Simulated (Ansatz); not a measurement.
# ZnBH₂ radical (SMILES [BH][ZnH]): one structure at several levels

One table from this session's results is given with a row withheld; the runs are named, their logs left out.

Method: single points in def2-TZVPP; program: Ansatz 0.2.0, Gaussian basis.

Cores are frozen in the correlated methods. The 3s and 3p shells of Cu and Zn are frozen; filled d shells are correlated. Orbitals are unrestricted.

### Where the work starts

SMILES `[BH][ZnH]`, 4 atoms, charge 0, spin multiplicity 2.

Atoms are counted from 1 here; the program's logs count them from 0.

Bond lengths: B1–Zn2 1.940 Å, B1–H3 1.153 Å, Zn2–H4 1.542 Å. Angles: Zn2–B1–H3 165.5°, B1–Zn2–H4 170.4°.

Geometry (Å):

```
B     0.3182   -0.7700    0.6873
Zn   -0.2339    0.6558   -0.5071
H     0.7942   -1.7068    1.1625
H    -0.7422    1.9126   -1.2417
```

Set-up of the first run:

Contents of run/in.yaml:

```yaml
crystal:
  periodic: [false, false, false]
  atoms:
    - {symbol: B, position_ang: [0.318200, -0.770000, 0.687300]}
    - {symbol: Zn, position_ang: [-0.233900, 0.655800, -0.507100]}
    - {symbol: H, position_ang: [0.794200, -1.706800, 1.162500]}
    - {symbol: H, position_ang: [-0.742200, 1.912600, -1.241700]}
basis:
  gaussian: {orbitals: def2-TZVPP}
magnetization: {spin_polarized: true, initial_magnetization: 1}
correlation: {method: ccsd_t, frozen_orbitals: {B: 1, H: 0, Zn: 9}}
scf: {omitted_lower_state_checks: [cluster_reference]}
output: {forces: true}
```

The command line of these runs was not kept.

Among the steps run: CCSD(T)/def2-TZVPP; PBE0-D4/def2-TZVPP; wB97M-V/def2-TZVPP; r2SCAN-D4/def2-TZVPP; PBE-D4/def2-TZVPP; LC-wPBE/def2-TZVPP; r2SCAN0-D4/def2-TZVPP.

One of the session's tables, all rows but one given; the rest of the session is left out.

| method | RMS force component (eV/Å) | angle to CCSD(T) forces (°) | dipole (D) |
| --- | --- | --- | --- |
| CCSD(T) | 0.419 | reference | 0.86 |
| PBE0-D4 | 0.400 | 8.2 | 0.92 |
| wB97M-V | 0.356 | 3.9 | 0.92 |
| r2SCAN-D4 | ? | ? | ? |
| PBE-D4 | 0.413 | 20.4 | 0.93 |
| LC-wPBE | 0.385 | 17.1 | 0.86 |
| r2SCAN0-D4 | 0.380 | 3.5 | 0.91 |

Estimate the missing values for r2SCAN-D4.

The run gave: RMS force component (eV/Å): 0.382; angle to CCSD(T) forces (°): 15.9; dipole (D): 0.92. In the column «RMS force component (eV/Å)» it lies between r2SCAN0-D4 (0.380) and LC-wPBE (0.385).
